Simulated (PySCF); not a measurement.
# AsB2H5: the cost of one run

The runs use PySCF 2.14.0, with density-fitted response routines of our own; the level of theory stands in each step. All values are computed, except where a source is named. Atoms count from 0, in the outputs and in this text.

## Step 1: Starting geometry

8 atoms, charge 0, multiplicity 1; geometry from: GFN2-xTB.

Bonds of the start (Å): B0–As1 1.94, As1–B2 1.94, B0–H3 1.17, B0–H4 1.17, As1–H5 1.51, B2–H6 1.17, B2–H7 1.17.

## Step 2: Excited states and response: B3LYP/def2-SVPD

Job settings and geometry (Å):

```
{"job": {"kind": "uv", "xc": "B3LYP", "basis": "def2-SVPD", "nstates": 8, "ntriplets": 3}, "charge": 0, "multiplicity": 1}
B     -1.422620    -0.121946    -0.277011
As    -0.065082    -0.132157     1.101854
B      1.356934     0.528647    -0.031968
H     -1.988538    -1.095943    -0.599502
H     -1.752937     0.901172    -0.744298
H      0.267615    -1.597603     1.221275
H      2.339178    -0.082498    -0.217244
H      1.274508     1.609740    -0.477672
```

With the program's defaults for keys left out, this is: TDDFT B3LYP/def2-SVPD, vertical, gas phase, core orbitals frozen in the response.

The run is started by

```bash
$ OMP_NUM_THREADS=1 python probes_run.py task.json out
```

This one command runs all jobs of the session in turn.

Q: Estimate the wall time and peak memory of this first job on 1 thread of Arm Neoverse N1, shared host.

About 18 s, with a peak of 0.49 GiB.
